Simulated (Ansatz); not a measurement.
**SnH4Se4: small, medium and large basis sets**

An exercise on one series of results from a longer session: the logs are not shown, and one member is left open.

Program: Ansatz 0.2.0, Gaussian basis. Level of theory: one geometry, several basis sets. These are calculated values, not measurements.

Plan: PBE0-D4/def2-SVP; ωB97M-V/def2-SVP; PBE0-D4/def2-QZVPP; ωB97M-V/def2-QZVPP; the functionals' def2-TZVPP values are taken from earlier runs.

**The geometry**

All runs share one geometry, relaxed beforehand with PBE0-D4 in a triple-zeta def2 set. Sn takes the def2 core potential; no spin-orbit term is included.

SMILES `[SeH][Sn]([SeH])([SeH])[SeH]`, 9 atoms, charge 0, spin multiplicity 1.

Atoms are counted from 1 here; the program's logs count them from 0.

Bond lengths: Se1–Sn2 2.524 Å, Se1–H6 1.469 Å, Sn2–Se3 2.524 Å, Sn2–Se4 2.530 Å, Sn2–Se5 2.530 Å, Se3–H7 1.469 Å, Se4–H8 1.470 Å, Se5–H9 1.470 Å. Angles: Sn2–Se1–H6 90.8°, Se1–Sn2–Se3 104.4°, Se1–Sn2–Se4 109.3°, Se1–Sn2–Se5 113.0°, Se3–Sn2–Se4 113.0°, Se3–Sn2–Se5 109.3°, Se4–Sn2–Se5 107.9°, Sn2–Se3–H7 90.8°, Sn2–Se4–H8 90.6°, Sn2–Se5–H9 90.6°.

Set-up of the first run:

in.yaml

```yaml
crystal:
  periodic: [false, false, false]
  atoms:
    - {symbol: Se, position_ang: [-0.526153, 1.463517, -2.309300]}
    - {symbol: Sn, position_ang: [0.227623, 0.111729, -0.315315]}
    - {symbol: Se, position_ang: [2.674891, -0.331430, -0.746487]}
    - {symbol: Se, position_ang: [-1.149915, -2.005359, -0.170359]}
    - {symbol: Se, position_ang: [-0.025070, 1.354821, 1.873642]}
    - {symbol: H, position_ang: [-1.513722, 2.171334, -1.482796]}
    - {symbol: H, position_ang: [2.591962, -1.610767, -0.028266]}
    - {symbol: H, position_ang: [-0.741520, -2.195179, 1.229300]}
    - {symbol: H, position_ang: [-1.449497, 0.995136, 1.932681]}
basis:
  gaussian: {orbitals: def2-SVP}
hamiltonian: {xc: pbe0, dispersion: d4}
output: {orbitals: {seedname: orbitals}}
```

Command:

```bash
> ansatz run in.yaml --threads 2 --pin off --events-out ev --progress --plain --max-ram 32768MiB --backend cpu
```

Among the steps run: PBE0-D4 in def2-SVP; ωB97M-V in def2-SVP; PBE0-D4 in def2-QZVPP; ωB97M-V in def2-QZVPP.

One table of the session follows, with a row left open; its other results are not shown here.

It belongs to the step «Density functionals: the series». 

```
functional       basis  HOMO (eV)  LUMO (eV)
   PBE0-D4    def2-SVP      -7.15      -2.23
   PBE0-D4  def2-TZVPP      -7.24      -2.38
   PBE0-D4  def2-QZVPP      -7.26      -2.39
   ωB97M-V    def2-SVP      -9.22      -0.36
   ωB97M-V  def2-TZVPP      -9.33      -0.58
   ωB97M-V  def2-QZVPP          ?          ?
```

Q: Estimate the row for ωB97M-V, def2-QZVPP from the others.

As computed: HOMO (eV): -9.35; LUMO (eV): -0.62. In the column «HOMO (eV)» it is the lowest.
